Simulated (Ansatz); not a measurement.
# CH5AlOSi: the cost of one run

Computed with Ansatz 0.2.0, Gaussian basis. Level: the settings change from run to run.

## 1. The molecule

The geometry comes from an earlier relaxation with PBE0-D4 in a triple-zeta def2 set; it is a stationary point, not always the lowest conformer.

9 atoms, charge 0, spin multiplicity 1.

Atoms are counted from 1 here; the program's logs count them from 0.

Bond lengths: C1–Al2 1.969 Å, C1–Si4 1.884 Å, C1–H5 1.092 Å, C1–H6 1.092 Å, Al2–O3 1.731 Å, Al2–H7 1.576 Å, O3–Si4 1.671 Å, Si4–H8 1.488 Å, Si4–H9 1.488 Å. Angles: Al2–C1–Si4 80.7°, Al2–C1–H5 116.9°, Al2–C1–H6 117.1°, Si4–C1–H5 115.8°, Si4–C1–H6 115.9°, H5–C1–H6 108.5°, C1–Al2–O3 90.0°, C1–Al2–H7 142.9°, O3–Al2–H7 127.1°, Al2–O3–Si4 94.4°, C1–Si4–O3 94.9°, C1–Si4–H8 114.7°, C1–Si4–H9 114.7° and more.

## 2. B2PLYP/cc-pVTZ-DK

Options: finite nuclei, a point charge of 0.50 e beside it, high accuracy.

Input file in.yaml:

```yaml
crystal:
  periodic: [false, false, false]
  atoms:
    - {symbol: C, position_ang: [-0.460903, 0.813898, -0.411317]}
    - {symbol: Al, position_ang: [1.417776, 0.229880, -0.478760]}
    - {symbol: O, position_ang: [1.024506, -1.149828, 0.489455]}
    - {symbol: Si, position_ang: [-0.595428, -0.759008, 0.616235]}
    - {symbol: H, position_ang: [-0.669879, 1.746560, 0.116997]}
    - {symbol: H, position_ang: [-1.014004, 0.818162, -1.352806]}
    - {symbol: H, position_ang: [2.833515, 0.615254, -1.053505]}
    - {symbol: H, position_ang: [-1.456067, -1.817432, 0.022406]}
    - {symbol: H, position_ang: [-0.991116, -0.543686, 2.034194]}
basis:
  gaussian: {orbitals: cc-pVTZ-DK, nuclear_model: gaussian, point_charges: [{charge: 0.50, position_ang: [7.591, -0.278, -0.677]}]}
hamiltonian: {xc: {name: B2PLYP}}
accuracy: high
output: {forces: true}
```

On the command line:

```console
ansatz run in.yaml --threads 2 --pin off --events-out ev --progress --plain --max-ram 4352MiB
```

**Question.** How long does this run take on 2 threads of Arm Neoverse V2, shared host, and how much memory does it need?

About 48 s, with a peak of 1.1 GiB.
